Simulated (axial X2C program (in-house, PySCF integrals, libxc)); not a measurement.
**TeIn: EOM-IP-CCSD levels**

Aim: EOM-IP-CCSD levels of TeIn, with spin–orbit coupling in the Hamiltonian from the start.

Program: an in-house X2C program for linear molecules on PySCF integrals. Level of theory: two-component X2C with atomic mean-field terms, Te dyall-acv3z, In dyall-acv3z. These are calculated values, not measurements.

## 1. Set-up

Contents of task.json:

```json
{"zs": [52, 49], "q": 0, "bas": ["dyall-acv3z", "dyall-acv3z"], "r0": 2.64, "eom": "ip", "rq": -1, "thr": -1.0, "nmax": 95, "grid": [1, 0.96, 1.045, 0.92, 1.09, 1.15]}
```

Keys: zs atomic numbers; q charge; bas basis sets; r0 starting distance in Å; eom kind of EOM run; thr threshold in hartree for freezing inner shells (an s shell follows its p shell); nmax most natural virtual spinors; grid distances as factors.

The run is started by

```bash
python soeom.py task.json out
```

After this run come: EOM-IP-CCSD at 2.661 Å.

**Question.** What will these runs give? Wanted: next root led by one particle; T1 of the reference.

**Answer**, as computed:

| quantity | value |
| --- | --- |
| lowest root at 2.661 Å | Ω = 3/2, 2.587 eV |
| next root led by one particle | Ω = 1/2, about 60 cm⁻¹ higher |
| T1 of the reference | 0.021 |

In words: Removing an electron from the reference determinant of TeIn⁻ costs 2.59 eV and empties a spinor of 76% Te pπ, 13% In pπ, 7% In dπ. Errors of 0.1 to 0.3 eV are usual at this size, and roots led by higher excitations are left out, so the list is incomplete, and low states of that kind can be missing.
